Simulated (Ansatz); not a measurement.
Runs of Ansatz 0.2.0 on RuSe. It takes space group Pm-3m (No. 221, cubic). The conventional cell has a = 3.188 Å, b = 3.188 Å, c = 3.188 Å, α = 90.00°, β = 90.00°, γ = 90.00°. Ru (site symmetry m-3m) has 8 Se at 2.76 Å as nearest neighbours. Se (site symmetry m-3m) has 8 Ru at 2.76 Å as nearest neighbours. The cell comes from a database or a generator and needn't be the stable form of this composition.

```csv
task,level,U,cell,k mesh,smearing,screening (1/Å),share of exact exchange,hubbard projectors,double counting,points for each segment of the path,mesh quality,gap on the mesh (eV),pressure (GPa),relaxed volume (Å³/atom)
single point,HSE06 form with a typed share of exact exchange,-,as given,4 × 4 × 4,fermi-dirac 0.05 eV,0.1,0.25,-,-,-,coarse,none,-,-
single point,HSE06 form with a typed share of exact exchange,-,as given,4 × 4 × 4,fermi-dirac 0.05 eV,0.4,0.25,-,-,-,coarse,none,-,-
single point,HSE06 form with a typed share of exact exchange,-,as given,4 × 4 × 4,fermi-dirac 0.05 eV,0.6,0.25,-,-,-,coarse,none,-,-
relaxation of cell and atoms,BLYP,-,relaxed,8 × 8 × 8,fermi-dirac 0.05 eV,-,-,-,-,-,not flagged,none,0.0,16.45
single point,HSE06 form with a typed share of exact exchange,-,as given,4 × 4 × 4,fermi-dirac 0.05 eV,0.2,0.25,-,-,-,coarse,none,-,-
single point,PBE+U,Ru d U = 6 eV,as given,6 × 6 × 6,gaussian 0.05 eV,-,-,ortho-atomic (the default),fll (the default),-,not flagged,none,(a),-
single point,HSE06 form with a typed share of exact exchange,-,as given,4 × 4 × 4,fermi-dirac 0.05 eV,0.15,0.25,-,-,-,coarse,none,-,-
band structure,PBE,-,as given,8 × 8 × 8,fermi-dirac 0.05 eV,-,-,-,-,14,not flagged,none,-8.6,-
relaxation of cell and atoms,PBEsol,-,relaxed,8 × 8 × 8,fermi-dirac 0.05 eV,-,-,-,-,-,not flagged,none,0.0,(b)
single point,PBEsol+U,Ru d U = 7 eV,as given,6 × 6 × 6,gaussian 0.05 eV,-,-,ortho-atomic (the default),fll (the default),-,not flagged,none,-18.2,-
relaxation of cell and atoms,PBE,-,relaxed,8 × 8 × 8,fermi-dirac 0.05 eV,-,-,-,-,-,not flagged,none,0.0,15.31
relaxation of cell and atoms,RPBE,-,relaxed,8 × 8 × 8,fermi-dirac 0.05 eV,-,-,-,-,-,not flagged,none,0.0,15.59
```

Alike in all rows: potentials or basis Ansatz PAW; no spin polarisation; cutoff (eV) 420.

Problem. Estimate the missing entries.

Solution. (a) -11.0; (b) 14.70.

Caveats: some runs use coarse meshes; the PAW data sets come from PBE, with cores solved anew for the run's functional, which leaves a small shift of forces and pressure (some runs); the plane-wave basis is chosen anew once the cell has moved, so the energies of steps on either side of that aren't comparable (some runs); the potentials were made for another functional, which shifts forces and pressure (some runs); U without spin polarisation on a metal has little footing (some runs).

A k mesh can miss the band edges, and the runs leave out spin-orbit coupling on Ru, Se.

A gap of «none» marks a metal or a gap under the smearing width.

Not every run made on this cell is shown here.
